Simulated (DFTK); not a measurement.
A run of DFTK 0.8.2:

The input run.jl:

```julia
using DFTK
using PseudoPotentialData
using Unitful, UnitfulAtomic
using LinearAlgebra, Printf
include("save.jl")
disable_threading()

# lattice vectors are the columns
lattice = austrip(1u"Å") * [           0.0          2.325          2.325;
                    2.325            0.0          2.325;
                    2.325          2.325            0.0]
symbols   = [:Hf, :C]
positions = [[0.5, 0.5, 0.5],
             [0.0, 0.0, 0.0]]
pseudopotentials = PseudoFamily("dojo.nc.sr.pbesol.v0_4_1.standard.upf")
elements = Dict(s => ElementPsp(s, pseudopotentials) for s in unique(symbols))
atoms    = [elements[s] for s in symbols]

build_model(lattice, positions; symmetries=true) =
    model_DFT(lattice, atoms, positions;
              functionals=PBEsol(),
              temperature=austrip(0.05u"eV"),
              smearing=Smearing.FermiDirac(),
              symmetries)
Ecut  = 41.0  # hartree
kgrid = [10, 10, 10]
tol   = 1e-6
to_GPa = ustrip(uconvert(u"GPa", 1u"hartree/bohr^3"))

results["points"] = []
for scale in [0.94, 0.96, 0.98, 1.0, 1.02, 1.04, 1.06]
    println("\n=== scale = ", scale)
    model = build_model(cbrt(scale) * lattice, positions)
    basis = PlaneWaveBasis(model; Ecut, kgrid)
    t0 = time()
    scfres = self_consistent_field(basis;
                                   tol,
                                   nbandsalg=AdaptiveBands(model; n_bands_converge=13))
    seconds = time() - t0
    @printf "SCF: %d iterations, %.1f s\n" scfres.n_iter seconds
    forces = compute_forces_cart(scfres)
    stress = compute_stresses_cart(scfres)
    @printf "V = %.5f Å^3  F = %.8f Ha  max force = %.5f eV/Å  p = %.4f GPa\n" ustrip(auconvert(u"Å^3", model.unit_cell_volume)) scfres.energies.total ustrip(auconvert(u"eV/Å", maximum(norm, forces))) (-tr(stress) / 3 * to_GPa)
    push!(results["points"], save_scf!(scfres; forces, stress, d=Dict{String,Any}("seconds" => seconds, "n_matvec" => get(scfres, :n_matvec, 0))))
end

# third-order Birch-Murnaghan fit in x = V^(-2/3)
V = [0.94, 0.96, 0.98, 1.0, 1.02, 1.04, 1.06] * abs(det(lattice))
E = [p["total"] for p in results["points"]]
x = V .^ (-2 / 3)
c = [x .^ 0 x x .^ 2 x .^ 3] \ E
Δ = c[3]^2 - 3c[2] * c[4]
if Δ > 0
    x0 = (-c[3] + sqrt(Δ)) / 3c[4]
    B0 = 4 / 9 * x0^(7 / 2) * (2c[3] + 6c[4] * x0)
    @printf "V0 = %.4f Å^3  B0 = %.2f GPa\n" ustrip(auconvert(u"Å^3", x0^(-3 / 2))) B0 * to_GPa
end
```

Potentials or basis: dojo.nc.sr.pbesol.v0_4_1.standard.upf (PBEsol).

Launch:

```console
$ julia --threads=1 run.jl  # save.jl only writes the numbers to a file and isn't shown; printed stress counts tension as positive; times include loading and compiling
```

Hardware: 1 thread of Intel(R) Xeon(R) 6975P-C (Granite Rapids) (shared host).

Problem. How long does it take, and how much memory?

Solution. Wall time 8.8 min on 1 thread of Intel(R) Xeon(R) 6975P-C (Granite Rapids), on a shared host, peak memory 1.8 GiB. Counts: scf iterations 63, bands 13.
